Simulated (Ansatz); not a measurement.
# ClFGaH (SMILES [F][GaH][Cl]): a rigid scan of the angle H4–Ga2–Cl3

The task here is to estimate one member of a computed series from the others.

Computed with Ansatz 0.2.0, Gaussian basis. Level: single points in def2-TZVPP.

Levels: PBE-D4, r2SCAN-D4, PBE0-D4, B3LYP-D4, wB97M-V, Hartree-Fock, MP2, CCSD, CCSD(T). The scan takes 95.8, 103.3, 110.8, 118.3, 125.8, 133.3, 140.8, 148.3, 155.8°.

Cores are frozen in the correlated methods. Filled d shells of the heavier atoms are correlated. B3LYP uses VWN-RPA correlation.

19 further runs of the same task are left out: 19 set aside as unsound or not needed.

## Starting geometry

The minimum, relaxed at PBE0-D4: SMILES `[F][GaH][Cl]`, 4 atoms, charge 0, spin multiplicity 1.

Atoms are counted from 1 here; the program's logs count them from 0.

Bond lengths: F1–Ga2 1.744 Å, Ga2–Cl3 2.122 Å, Ga2–H4 1.541 Å. Angles: F1–Ga2–Cl3 113.4°, F1–Ga2–H4 120.8°, Cl3–Ga2–H4 125.8°.

Geometry (Å):

```
F    -1.6868    0.0404    0.2663
Ga    0.0242    0.1336   -0.0590
Cl    1.0662   -1.6589    0.3917
H     0.6520    1.4246   -0.6194
```

Energies of the minimum (eV), from earlier single points: PBE-D4 -67622.37984, r2SCAN-D4 -67635.83127, PBE0-D4 -67624.43056, B3LYP-D4 -67639.91524, wB97M-V -67633.88353, CCSD(T) -67582.96217.

At the minimum the angle H4–Ga2–Cl3 is 125.8°.

The first run:

File ccsdt-tzvpp/in.yaml:

```yaml
crystal:
  periodic: [false, false, false]
  atoms:
    - {symbol: F, position_ang: [-1.686783, 0.040401, 0.266348]}
    - {symbol: Ga, position_ang: [0.024162, 0.133609, -0.058981]}
    - {symbol: Cl, position_ang: [1.066249, -1.658889, 0.391714]}
    - {symbol: H, position_ang: [1.260642, 0.914693, -0.544596]}
basis:
  gaussian: {orbitals: def2-TZVPP}
correlation: {method: ccsd_t}
```

The command line of these runs was not kept.

Among the steps run: H4–Ga2–Cl3 = 95.8°; H4–Ga2–Cl3 = 103.3°; H4–Ga2–Cl3 = 110.8°; H4–Ga2–Cl3 = 118.3°; H4–Ga2–Cl3 = 125.8°; H4–Ga2–Cl3 = 133.3°; H4–Ga2–Cl3 = 140.8°; H4–Ga2–Cl3 = 148.3°; H4–Ga2–Cl3 = 155.8°.

One of the session's tables, all rows but one given; the rest of the session is left out.

Energies less that of the minimum at the same level (eV):

| angle (°) | PBE-D4 | PBE0-D4 | B3LYP-D4 | wB97M-V | Hartree-Fock |
| --- | --- | --- | --- | --- | --- |
| 95.8 | 0.387 | 0.415 | 0.422 | 0.422 | 0.507 |
| 103.3 | 0.214 | 0.229 | 0.234 | 0.233 | 0.280 |
| 110.8 | 0.094 | 0.100 | 0.103 | 0.102 | 0.123 |
| 118.3 | 0.023 | 0.025 | 0.026 | 0.025 | 0.031 |
| 125.8 (minimum) | 0.000 | 0.000 | 0.000 | 0.000 | 0.000 |
| 125.8 | 0.000 | 0.000 | 0.000 | 0.000 | 0.000 |
| 133.3 | 0.024 | 0.026 | 0.024 | 0.026 | 0.030 |
| 140.8 | 0.096 | 0.103 | 0.100 | 0.104 | 0.123 |
| 148.3 | ? | ? | ? | ? | ? |
| 155.8 | 0.393 | 0.424 | 0.418 | 0.429 | 0.512 |

Q: Estimate the row for angle (°) = 148.3 from the others.

Worked estimate for «PBE-D4». A straight line through the neighbours (140.8, 0.096) and (155.8, 0.393) gives 0.096 + (0.393 − 0.096) × (148.3 − 140.8) / (155.8 − 140.8) = 0.245; a parabola fitted to 3 rows on both sides gives 0.219.

The run gave: PBE-D4: 0.217; PBE0-D4: 0.234; B3LYP-D4: 0.230; wB97M-V: 0.236; Hartree-Fock: 0.281. In «PBE-D4» the line misses by +0.028 and the parabola by +0.002.

Limits of these values: A polynomial through the near points puts the CCSD(T) minimum 0.1° below the PBE0-D4 value.
